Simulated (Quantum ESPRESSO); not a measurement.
# Al2O3 (R-3c) in Quantum ESPRESSO: dielectric tensor with PBE

Aim: the dielectric tensor of Al2O3 with PBE.

Program: Quantum ESPRESSO 7.5. These are calculated values, not measurements. Logs are shortened: lines on timing, memory, paths and dates and some standing lists are left out, and cuts for length are marked.

**What was measured.**

From “Multi-petahertz electron interference in Cr:Al2O3 solid-state material”, 2018, pmc:5906618, for a bulk crystal of Al2O3: band gap 8.7 eV (optical).

The results are compared with them further down.

### Step 1. The crystal as given

It takes space group R-3c (No. 167, trigonal). The conventional cell has a = 4.760 Å, b = 4.760 Å, c = 12.996 Å, α = 90.00°, β = 90.00°, γ = 120.00°. Al (site symmetry 3) is surrounded by 6 O at 1.85 to 1.97 Å. O (site symmetry 2) is surrounded by 4 Al at 1.85 to 1.97 Å.

### Step 2. Dielectric tensor, PBE

pw.in reads:

```
&CONTROL
  calculation = 'scf'
  prefix = 'pwscf'
  outdir = './tmp'
  pseudo_dir = './pseudo'
  tprnfor = .true.
  tstress = .true.
  disk_io = 'low'
/
&SYSTEM
  ibrav = 0
  nat = 10
  ntyp = 2
  ecutwfc = 84
  nbnd = 33
  occupations = 'smearing'
  smearing = 'fd'
  degauss = 0.00367493
/
&ELECTRONS
  conv_thr = 2d-09
  electron_maxstep = 120
  mixing_beta = 0.5
/
ATOMIC_SPECIES
Al    26.9815 Al.upf
O     15.9990 O.upf
CELL_PARAMETERS angstrom
   2.3802500000    1.3742379782    4.3318666667
  -2.3802500000    1.3742379782    4.3318666667
   0.0000000000   -2.7484759565    4.3318666667
ATOMIC_POSITIONS crystal
Al     0.3521600000    0.3521600000    0.3521600000
Al     0.1478400000    0.1478400000    0.1478400000
Al     0.6478400000    0.6478400000    0.6478400000
Al     0.8521600000    0.8521600000    0.8521600000
O      0.5566800000    0.9433200000    0.2500000000
O      0.2500000000    0.5566800000    0.9433200000
O      0.9433200000    0.2500000000    0.5566800000
O      0.4433200000    0.0566800000    0.7500000000
O      0.7500000000    0.4433200000    0.0566800000
O      0.0566800000    0.7500000000    0.4433200000
K_POINTS automatic
4 4 4 0 0 0
```

scf2.in reads:

```
&CONTROL
  calculation = 'scf'
  prefix = 'pwscf'
  outdir = './tmp'
  pseudo_dir = './pseudo'
  tprnfor = .true.
  tstress = .true.
  disk_io = 'low'
/
&SYSTEM
  ibrav = 0
  nat = 10
  ntyp = 2
  ecutwfc = 84
  nbnd = 33
  occupations = 'fixed'
/
&ELECTRONS
  conv_thr = 1d-13
  electron_maxstep = 120
  mixing_beta = 0.5
  startingpot = 'file'
  startingwfc = 'file'
/
ATOMIC_SPECIES
Al    26.9815 Al.upf
O     15.9990 O.upf
CELL_PARAMETERS angstrom
   2.3802500000    1.3742379782    4.3318666667
  -2.3802500000    1.3742379782    4.3318666667
   0.0000000000   -2.7484759565    4.3318666667
ATOMIC_POSITIONS crystal
Al     0.3521600000    0.3521600000    0.3521600000
Al     0.1478400000    0.1478400000    0.1478400000
Al     0.6478400000    0.6478400000    0.6478400000
Al     0.8521600000    0.8521600000    0.8521600000
O      0.5566800000    0.9433200000    0.2500000000
O      0.2500000000    0.5566800000    0.9433200000
O      0.9433200000    0.2500000000    0.5566800000
O      0.4433200000    0.0566800000    0.7500000000
O      0.7500000000    0.4433200000    0.0566800000
O      0.0566800000    0.7500000000    0.4433200000
K_POINTS automatic
4 4 4 0 0 0
```

ph.in reads:

```
dielectric of Al2O3
&INPUTPH
  prefix = 'pwscf'
  outdir = './tmp'
  tr2_ph = 1d-16
  fildyn = 'dyn'
  niter_ph = 60
  alpha_mix(1) = 0.7
  epsil = .true.
  trans = .false.
  zeu = .true.
/
0.0000000000 0.0000000000 0.0000000000
```

Potentials or basis: PseudoDojo 0.4.1 SR PBE standard.

Started as:

```sh
$ OMP_NUM_THREADS=1 mpirun -n 8 pw.x -nk 2 -in pw.in > pw.out
$ OMP_NUM_THREADS=1 mpirun -n 8 pw.x -nk 2 -in scf2.in > scf2.out
$ OMP_NUM_THREADS=1 mpirun -n 8 ph.x -nk 2 -in ph.in > ph.out
```

pw.out:

```text
This program is part of the open-source Quantum ESPRESSO suite
     for quantum simulation of materials; please cite
[... 6 lines left out ...]
     using ibrav=0 with symmetry is DISCOURAGED, use correct ibrav instead

     K-points division:     npool     =       2
     Subspace diagonalization in iterative solution of the eigenvalue problem:
     a serial algorithm will be used

     --------------------
     sticks:   dense  smooth     PW     G-vecs:    dense   smooth      PW
     Min         519     519    147                14941    14941    2268
     Max         520     520    148                14942    14942    2269
     Sum        2077    2077    589                59765    59765    9073

     Using Slab Decomposition

     bravais-lattice index     =            0
     lattice parameter (alat)  =       9.6947  a.u.
     unit-cell volume          =     573.7299 (a.u.)^3
     number of atoms/cell      =           10
     number of atomic types    =            2
     number of electrons       =        48.00
     number of Kohn-Sham states=           33
     kinetic-energy cutoff     =      84.0000  Ry
     charge density cutoff     =     336.0000  Ry
     scf convergence threshold =      2.0E-09
     mixing beta               =       0.5000
     number of iterations used =            8  plain     mixing
     Exchange-correlation= PBE
                           (   1   4   3   4   0   0   0)

     celldm(1)=   9.694717  celldm(2)=   0.000000  celldm(3)=   0.000000
     celldm(4)=   0.000000  celldm(5)=   0.000000  celldm(6)=   0.000000

     crystal axes: (cart. coord. in units of alat)
               a(1) = (   0.463966   0.267871   0.844382 )
               a(2) = (  -0.463966   0.267871   0.844382 )
               a(3) = (   0.000000  -0.535742   0.844382 )

     reciprocal axes: (cart. coord. in units 2 pi/alat)
               b(1) = (  1.077665  0.622190  0.394766 )
               b(2) = ( -1.077665  0.622190  0.394766 )
               b(3) = ( -0.000000 -1.244380  0.394766 )

     PseudoPot. # 1 for Al read from file:
     Al.upf
     Pseudo is Norm-conserving + core correction, Zval =  3.0
     Generated using ONCVPSP code by D. R. Hamann
     Using radial grid of 1876 points,  6 beta functions with:
                l(1) =   0
                l(2) =   0
                l(3) =   1
                l(4) =   1
                l(5) =   2
                l(6) =   2

     PseudoPot. # 2 for O  read from file:
     O.upf
     Pseudo is Norm-conserving + core correction, Zval =  6.0
     Generated using ONCVPSP code by D. R. Hamann
     Using radial grid of  936 points,  5 beta functions with:
                l(1) =   0
                l(2) =   0
                l(3) =   1
                l(4) =   1
                l(5) =   2

     atomic species   valence    mass     pseudopotential
     Al                3.00    26.98150     Al( 1.00)
     O                 6.00    15.99900     O ( 1.00)

     12 Sym. Ops., with inversion, found ( 6 have fractional translation)

   Cartesian axes

     site n.     atom                  positions (alat units)
         1        Al     tau(   1) = (  -0.0000000  -0.0000000   0.8920724  )
         2        Al     tau(   2) = (   0.0000000  -0.0000000   0.3745002  )
         3        Al     tau(   3) = (  -0.0000000  -0.0000000   1.6410728  )
         4        Al     tau(   4) = (  -0.0000000  -0.0000000   2.1586450  )
         5        O      tau(   5) = (  -0.1793879   0.2678710   1.4776680  )
         6        O      tau(   6) = (  -0.1422891  -0.2892900   1.4776680  )
         7        O      tau(   7) = (   0.3216770   0.0214190   1.4776680  )
         8        O      tau(   8) = (   0.1793879  -0.2678710   1.0554772  )
         9        O      tau(   9) = (   0.1422891   0.2892900   1.0554772  )
        10        O      tau(  10) = (  -0.3216770  -0.0214190   1.0554772  )

     number of k points=    13  Fermi-Dirac smearing, width (Ry)=  0.0037
                       cart. coord. in units 2pi/alat
        k(    1) = (   0.0000000   0.0000000   0.0000000), wk =   0.0312500
        k(    2) = (  -0.0000000  -0.3110950   0.0986915), wk =   0.1875000
        k(    3) = (   0.0000000   0.6221900  -0.1973831), wk =   0.0937500
        k(    4) = (  -0.2694162  -0.1555475   0.1973831), wk =   0.1875000
        k(    5) = (  -0.2694162   0.7777375  -0.0986915), wk =   0.3750000
        k(    6) = (  -0.2694162   0.4666425   0.0000000), wk =   0.1875000
        k(    7) = (   0.5388324   0.3110950  -0.3947662), wk =   0.0937500
        k(    8) = (  -0.0000000   0.0000000   0.2960746), wk =   0.0625000
        k(    9) = (   0.0000000   0.9332851   0.0000000), wk =   0.1875000
        k(   10) = (   0.0000000   0.6221900   0.0986915), wk =   0.1875000
        k(   11) = (   0.8082486   0.4666425  -0.2960746), wk =   0.1875000
        k(   12) = (   0.8082486   0.1555475  -0.1973831), wk =   0.1875000
        k(   13) = (   0.0000000   0.0000000  -0.5921492), wk =   0.0312500

     Dense  grid:    59765 G-vectors     FFT dimensions: (  60,  60,  60)

     Initial potential from superposition of free atoms

     starting charge      47.9902, renormalised to      48.0000
     Starting wfcs are   40 randomized atomic wfcs

     Self-consistent Calculation

     iteration #  1     ecut=    84.00 Ry     beta= 0.50
     Davidson diagonalization with overlap
     ethr =  1.00E-02,  avg # of iterations =  4.3

     total energy              =    -217.68367679 Ry
     estimated scf accuracy    <       1.96845466 Ry

     iteration #  2     ecut=    84.00 Ry     beta= 0.50
     Davidson diagonalization with overlap
     ethr =  4.10E-03,  avg # of iterations =  2.0

     total energy              =    -218.21913337 Ry
     estimated scf accuracy    <       0.16235639 Ry

     iteration #  3     ecut=    84.00 Ry     beta= 0.50
     Davidson diagonalization with overlap
     ethr =  3.38E-04,  avg # of iterations =  8.0
[... 36 lines left out ...]
     total energy              =    -218.24128494 Ry
     estimated scf accuracy    <          3.7E-09 Ry

     iteration #  9     ecut=    84.00 Ry     beta= 0.50
     Davidson diagonalization with overlap
     ethr =  7.66E-12,  avg # of iterations =  4.9

     total energy              =    -218.24128492 Ry
     estimated scf accuracy    <       0.00000007 Ry

     iteration # 10     ecut=    84.00 Ry     beta= 0.50
     Davidson diagonalization with overlap
     ethr =  7.66E-12,  avg # of iterations =  3.2

     End of self-consistent calculation

          k = 0.0000 0.0000 0.0000 (  7445 PWs)   bands (ev):

   -11.4490  -9.1123  -8.8327  -8.8327  -8.5150  -8.5150   0.8374   1.8378
     2.1858   2.1858   3.3126   3.4099   3.4099   4.4163   4.7725   6.2893
     6.2893   6.4233   6.4233   7.2306   7.2306   7.6744   7.6744   7.7186
    13.9863  16.9064  18.4952  19.2829  19.2829  19.4350  20.1340  20.1340
    20.1778

          k =-0.0000-0.3111 0.0987 (  7447 PWs)   bands (ev):

   -11.1312  -9.3708  -8.9111  -8.8808  -8.6531  -8.5479   1.1097   1.6256
     1.8179   2.6512   3.1455   3.5558   4.8152   5.0504   5.3904   5.6586
     5.8975   6.2863   6.3350   6.4070   6.9629   7.2769   7.5670   7.6080
    15.2264  17.8052  17.8951  18.5329  18.7043  19.1206  20.2535  20.4497
    20.5610

          k = 0.0000 0.6222-0.1974 (  7490 PWs)   bands (ev):

   -10.2975 -10.2975  -8.8485  -8.8485  -8.7196  -8.7196   1.3026   1.3026
     2.5427   2.5427   4.1446   4.1446   4.3209   4.3209   5.5258   5.5258
     6.1774   6.1774   6.3927   6.3927   6.8193   6.8193   7.4499   7.4499
    17.2126  17.2126  17.3979  17.3979  19.5351  19.5351  19.8740  19.8741
    20.5519

          k =-0.2694-0.1555 0.1974 (  7447 PWs)   bands (ev):

   -11.0484  -9.2646  -9.0518  -8.8910  -8.8383  -8.4872   1.3996   1.5324
     2.1958   2.8735   2.9894   3.5073   4.5583   5.1796   5.4256   5.5663
     5.7916   5.9964   6.3032   6.7417   6.7581   7.1330   7.4573   7.5536
    15.4872  17.8739  17.9169  18.5004  19.0224  19.2147  19.5893  20.3444
    20.9470

          k =-0.2694 0.7777-0.0987 (  7475 PWs)   bands (ev):

   -10.4276  -9.8013  -9.2080  -9.0274  -8.8803  -8.4897   1.6567   1.9254
     2.1781   2.8938   3.5845   3.6863   4.3750   4.5630   5.2785   5.5481
     6.0096   6.2790   6.3898   6.4875   6.7908   6.9508   7.3125   7.3725
    16.8091  17.5585  17.7063  18.1727  18.2496  18.8031  19.5107  20.3461
    20.6159

          k =-0.2694 0.4666 0.0000 (  7463 PWs)   bands (ev):

   -10.6360  -9.6784  -9.2346  -8.8084  -8.7308  -8.6639   1.4890   1.7199
     2.0434   2.6681   3.4112   3.5860   4.8276   5.1496   5.2175   5.6984
     6.0707   6.1006   6.2535   6.3263   6.8065   7.1298   7.4201   7.5496
    16.4757  17.2503  17.5799  18.1488  18.3449  18.8969  19.7940  20.4321
    20.7032

          k = 0.5388 0.3111-0.3948 (  7466 PWs)   bands (ev):

   -10.2785  -9.6184  -9.3901  -9.2073  -8.9621  -8.4682   1.5913   2.0311
     3.0121   3.1291   3.5198   3.8067   3.9544   4.4757   5.1851   5.4181
     5.9586   6.1870   6.3586   6.4272   6.7022   6.8070   6.9821   7.4659
    17.3987  17.4786  17.6729  18.1538  18.8913  19.0369  19.1294  20.5973
    20.6435

          k =-0.0000 0.0000 0.2961 (  7446 PWs)   bands (ev):

   -11.1795  -9.5579  -8.7963  -8.7963  -8.5713  -8.5713   1.6397   1.9210
     2.4398   2.4398   2.7970   3.8014   3.8014   4.7773   4.9214   5.3746
     5.3746   6.5298   6.5298   6.6191   7.2155   7.2155   7.6054   7.6054
    14.9604  16.9559  18.3435  19.3956  19.6279  19.6279  20.2182  20.4460
    20.4461

          k = 0.0000 0.9333 0.0000 (  7467 PWs)   bands (ev):

   -10.7161  -9.7510  -9.2367  -8.8845  -8.6595  -8.4680   1.6856   1.8983
     2.1877   3.1107   3.5146   3.6835   4.3554   4.6501   5.2412   5.4142
     5.4946   6.1917   6.3012   6.3815   6.8403   6.9898   7.2959   7.3112
    16.3103  17.7961  17.9963  18.7451  19.1311  19.1760  19.7637  20.3718
    20.7474

          k = 0.0000 0.6222 0.0987 (  7471 PWs)   bands (ev):

   -10.3961  -9.8535  -9.2410  -9.0924  -8.6913  -8.5532   1.3074   2.0996
     2.2676   2.8304   3.6370   3.8299   4.2812   5.2266   5.4030   5.4865
     5.6042   6.1149   6.3434   6.5565   6.5724   6.9853   7.2886   7.3398
    17.0506  17.2496  17.5531  18.0718  18.7225  19.6059  19.9312  20.1037
    20.4805

          k = 0.8082 0.4666-0.2961 (  7459 PWs)   bands (ev):

   -10.5003  -9.9462  -9.1658  -9.0426  -8.6601  -8.4819   1.7635   2.3153
     2.3717   3.1674   3.5402   3.9876   4.0192   4.5137   4.8609   5.3708
     5.6394   5.9506   6.1023   6.6483   6.7183   7.0246   7.1555   7.2095
    16.7903  17.5721  18.4780  18.8228  18.8677  19.1062  19.4930  20.1895
    20.9938

          k = 0.8082 0.1555-0.1974 (  7470 PWs)   bands (ev):

    -9.9740  -9.9740  -9.4146  -9.4146  -8.5679  -8.5679   1.9791   1.9791
     2.7092   2.7092   3.6536   3.6536   4.2394   4.2394   5.5464   5.5464
     5.8134   5.8134   6.5499   6.5499   6.8827   6.8827   7.1703   7.1703
    17.5673  17.5673  17.8557  17.8557  18.4244  18.4244  19.8102  19.8103
    21.1022

          k = 0.0000 0.0000-0.5921 (  7452 PWs)   bands (ev):

   -10.4503 -10.4503  -8.6937  -8.6937  -8.6937  -8.6937   2.1457   2.1457
     3.2886   3.2886   3.2886   3.2886   3.6588   3.6588   5.4742   5.4742
     5.7252   5.7252   5.7252   5.7252   7.3396   7.3396   7.3396   7.3396
    16.4268  16.4268  18.8507  18.8507  20.2034  20.2034  20.4584  20.4584
    20.4584

     the Fermi energy is     9.0205 ev

!    total energy              =    -218.24128493 Ry
     estimated scf accuracy    <          7.7E-10 Ry
     smearing contrib. (-TS)   =      -0.00000000 Ry
     internal energy E=F+TS    =    -218.24128493 Ry

     The total energy is F=E-TS. E is the sum of the following terms:
     one-electron contribution =     -34.97804067 Ry
     hartree contribution      =      53.35120075 Ry
     xc contribution           =     -60.38449870 Ry
     ewald contribution        =    -176.22994631 Ry

     convergence has been achieved in  10 iterations

     Forces acting on atoms (cartesian axes, Ry/au):

     atom    1 type  1   force =     0.00000000   -0.00000000   -0.00200714
     atom    2 type  1   force =    -0.00000000    0.00000000    0.00200714
     atom    3 type  1   force =     0.00000000   -0.00000000    0.00200714
     atom    4 type  1   force =    -0.00000000    0.00000000   -0.00200714
     atom    5 type  2   force =    -0.00192332    0.00000000   -0.00000000
     atom    6 type  2   force =     0.00096166   -0.00166564   -0.00000000
     atom    7 type  2   force =     0.00096166    0.00166564    0.00000000
     atom    8 type  2   force =     0.00192332   -0.00000000    0.00000000
     atom    9 type  2   force =    -0.00096166    0.00166564    0.00000000
     atom   10 type  2   force =    -0.00096166   -0.00166564   -0.00000000

     Total force =     0.006189     Total SCF correction =     0.000025

     Computing stress (Cartesian axis) and pressure

          total   stress  (Ry/bohr**3)                   (kbar)     P=       59.86
   0.00042088   0.00000000  -0.00000000           61.91        0.00       -0.00
  -0.00000000   0.00042088   0.00000000           -0.00       61.91        0.00
   0.00000000   0.00000000   0.00037901            0.00        0.00       55.75

=------------------------------------------------------------------------------=
   JOB DONE.
=------------------------------------------------------------------------------=
```

Run time: 3.6 min. Hardware: 8 MPI ranks of Intel Xeon Platinum 8259CL at 2.50GHz (Skylake/Cascade Lake), shared host; peak memory 0.8 GiB.

Results:

- Free energy: -2969.3239 eV
- Pressure: 6.0 GPa
- Largest force: 0.052 eV/Å
- Band gap on the k mesh: 6.27 eV, direct
- Electronic dielectric tensor (diagonal): 3.20, 3.20, 3.17
- Born charges (mean of the diagonal): Al +2.94; O -1.96 e

Forces in eV/Å, atoms in the order of the input:
```
Al   0.000  0.000 -0.052
Al   0.000  0.000  0.052
Al   0.000  0.000  0.052
Al   0.000  0.000 -0.052
O   -0.049  0.000  0.000
O    0.025 -0.043  0.000
O    0.025  0.043  0.000
O    0.049  0.000  0.000
O   -0.025  0.043  0.000
O   -0.025 -0.043  0.000
```

Stress tensor (GPa, compression positive):
```
6.20 0.00 0.00
0.00 6.20 0.00
0.00 0.00 5.58
```

Levels at points of the mesh, in eV from the valence-band top:
| k point | band 21 | band 22 | band 23 | band 24 | band 25 | band 26 | band 27 | band 28 |
| --- | --- | --- | --- | --- | --- | --- | --- | --- |
| (0.00, 0.00, 0.00) | -0.49 | -0.04 | -0.04 | 0.00 | 6.27 | 9.19 | 10.78 | 11.56 |
| (0.00, 0.00, -0.50) | -0.90 | -0.90 | -0.27 | -0.27 | 9.49 | 9.49 | 9.68 | 9.68 |
| (0.00, -0.50, -0.50) | -1.02 | -0.91 | -0.74 | -0.25 | 9.68 | 9.76 | 9.95 | 10.44 |
| (-0.50, -0.50, -0.50) | -0.38 | -0.38 | -0.38 | -0.38 | 8.71 | 8.71 | 11.13 | 11.13 |

Electronic dielectric tensor:
```
3.20 0.00 0.00
0.00 3.20 0.00
0.00 0.00 3.17
```

Born effective charge tensors (e):
atom 1, Al
```
 2.95 -0.03  0.00
 0.03  2.95  0.00
 0.00  0.00  2.92
```
atom 2, Al
```
 2.95  0.03  0.00
-0.03  2.95  0.00
 0.00  0.00  2.92
```
atom 3, Al
```
 2.95 -0.03  0.00
 0.03  2.95  0.00
 0.00  0.00  2.92
```
atom 4, Al
```
 2.95  0.03  0.00
-0.03  2.95  0.00
 0.00  0.00  2.92
```
atom 5, O
```
-2.06  0.00  0.00
 0.00 -1.87  0.25
 0.00  0.34 -1.95
```
atom 6, O
```
-1.91  0.09 -0.22
 0.09 -2.01 -0.12
-0.30 -0.17 -1.95
```
atom 7, O
```
-1.91 -0.09  0.22
-0.09 -2.01 -0.12
 0.30 -0.17 -1.95
```
atom 8, O
```
-2.06  0.00  0.00
 0.00 -1.87  0.25
 0.00  0.34 -1.95
```
atom 9, O
```
-1.91  0.09 -0.22
 0.09 -2.01 -0.12
-0.30 -0.17 -1.95
```
atom 10, O
```
-1.91 -0.09  0.22
-0.09 -2.01 -0.12
 0.30 -0.17 -1.95
```

Caveat: the cell is more than 3 GPa from zero pressure, which shifts response properties; on a mesh that holds Γ this program's dielectric tensor can be off by some percent beyond the error of the mesh.

### Step 3. How close it comes

Step 2. Measured gap of Al2O3: 8.7 eV (optical; quoted in “Multi-petahertz electron interference in Cr:Al2O3 solid-state material”, 2018, pmc:5906618). This calculation gives 6.27 eV (-2.43 eV). The value is that of PBE, without temperature or zero-point motion. Semilocal functionals fall short of measured gaps as a rule.
